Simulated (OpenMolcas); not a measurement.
# HF/ANO-XS-VDZ (DKH2) run of C2Cl3F3 (1,1,1-trichlorotrifluoroethane)

Aim: the vertical ionisation energy of C2Cl3F3 (1,1,1-trichlorotrifluoroethane) at HF/ANO-XS-VDZ (DKH2), from 2 runs. 

Program for the calculation: OpenMolcas 26.06.

## 1. The structure to begin with

C2Cl3F3: 8 atoms, total charge 0, spin state singlet. As SMILES, `FC(F)(F)C(Cl)(Cl)Cl`. Geometry: relaxed at GFN2-xTB.

Bond lengths: F1–C2 1.331 Å, C2–F3 1.331 Å, C2–F4 1.331 Å, C2–C5 1.542 Å, C5–Cl6 1.771 Å, C5–Cl7 1.771 Å, C5–Cl8 1.769 Å. Some angles: F1–C2–F3 107.5°, F1–C2–F4 107.5°, F1–C2–C5 111.4°, F3–C2–F4 107.5°, F3–C2–C5 111.3°, F4–C2–C5 111.4°, C2–C5–Cl6 108.5°, C2–C5–Cl7 108.5°, C2–C5–Cl8 108.5°, Cl6–C5–Cl7 110.3°.

## 2. A single-point energy at HF/ANO-XS-VDZ (DKH2)

Contents of input.xyz:

```xyz
8

F      0.576830    -1.686630    -0.102900
C      0.235510    -0.493670    -0.583990
F     -0.732360    -0.684430    -1.477500
F      1.289910    -0.006960    -1.233520
C     -0.219500     0.456900     0.542270
Cl    -0.652570     2.015460    -0.179200
Cl     1.121140     0.659500     1.681950
Cl    -1.618960    -0.260180     1.352880
```

Contents of job.inp:

```
&GATEWAY
 COORD=input.xyz
 BASIS=ANO-XS-VDZ
 GROUP=NoSym

&SEWARD
 RELATIVISTIC=R02E00

&SCF
 PRORBITALS=0
```

On the command line:

```bash
export MOLCAS_MEM=1860
pymolcas job.inp > job.log
```

Output:

```text
--- Start Module: gateway ---
[...]
--- Stop Module: gateway /rc=_RC_ALL_IS_WELL_ ---
--- Start Module: seward ---
[...]
      Basis functions           84
--- Stop Module: seward /rc=_RC_ALL_IS_WELL_ ---
[...]
--- Start Module: scf ---
[...]
       Convergence after  11 Iterations
[...]
::    Total SCF energy                              -1756.7603107221
[...]
      Total spin, S                                     0.0000000000
[...]
      Total electronic charge=   90.000000
      Total            charge=   -0.000000
[...]
      Dipole Moment (debye):
      Origin of the operator (angstrom)=   -0.0994    0.2088    0.2469
                   X= -3.1746E-01               Y=  6.4964E-01               Z=  7.7774E-01           Total=  1.0619E+00
      Quadrupole Moment (debye*angstrom):
[...]
--- Stop Module: scf /rc=_RC_ALL_IS_WELL_ ---
[...]
```

It took 5.4 s on 1 thread of Arm Neoverse V1, shared host; peak memory 0.47 GiB.

## 3. The doublet cation at the same level

input.xyz is that of step 2.

Contents of job.inp:

```
&GATEWAY
  Coord=input.xyz
  Basis=ANO-XS-VDZ
  Group=NoSym

&SEWARD
  Relativistic=R02E00

&SCF
  UHF
  Charge=1
  Spin=2
  PrOrbitals=0
```

On the command line:

```bash
export MOLCAS_MEM=1860
pymolcas job.inp > job.log
```

Output:

```text
--- Start Module: gateway ---
[...]
--- Stop Module: gateway /rc=_RC_ALL_IS_WELL_ ---
--- Start Module: seward ---
[...]
      Basis functions           84
--- Stop Module: seward /rc=_RC_ALL_IS_WELL_ ---
[...]
--- Start Module: scf ---
[...]
       Convergence after  49 Iterations
[...]
::    Total SCF energy                              -1756.3205349932
[...]
      Total spin, S                                     0.5033620091
[...]
      Total electronic charge=   89.000000
      Total            charge=    1.000000
[...]
      Dipole Moment (debye):
      Origin of the operator (angstrom)=   -0.0994    0.2088    0.2469
                   X= -2.0147E+00               Y=  5.6289E+00               Z=  1.1444E+00           Total=  6.0871E+00
      Center of Charge (angstrom)
[...]
--- Stop Module: scf /rc=_RC_ALL_IS_WELL_ ---
[...]
```

Run time: 15 s. Hardware: 1 thread of Arm Neoverse V1, shared host; peak memory 0.47 GiB.

## 4. Outcome

At HF/ANO-XS-VDZ (DKH2):

```
                                          quantity           value
                     singlet C2Cl3F3: total energy  -1756.76031 Eh
                    singlet C2Cl3F3: dipole moment          1.06 D
                      singlet C2Cl3F3: HOMO energy       -13.13 eV
                      singlet C2Cl3F3: LUMO energy         3.00 eV
                    singlet C2Cl3F3: HOMO–LUMO gap        16.13 eV
                      doublet cation: total energy  -1756.32053 Eh
doublet cation: HOMO energy (highest over α and β)       -18.78 eV
 doublet cation: LUMO energy (lowest over α and β)       -10.46 eV
                              doublet cation: ⟨S²⟩           0.757
vertical ionisation energy (to the doublet cation)       11.967 eV
```

**Reading.** Removing an electron at fixed nuclei costs 11.97 eV (276 kcal/mol). −ε(HOMO) before ionisation, 13.13 eV, is 1.16 eV above this ionisation energy.
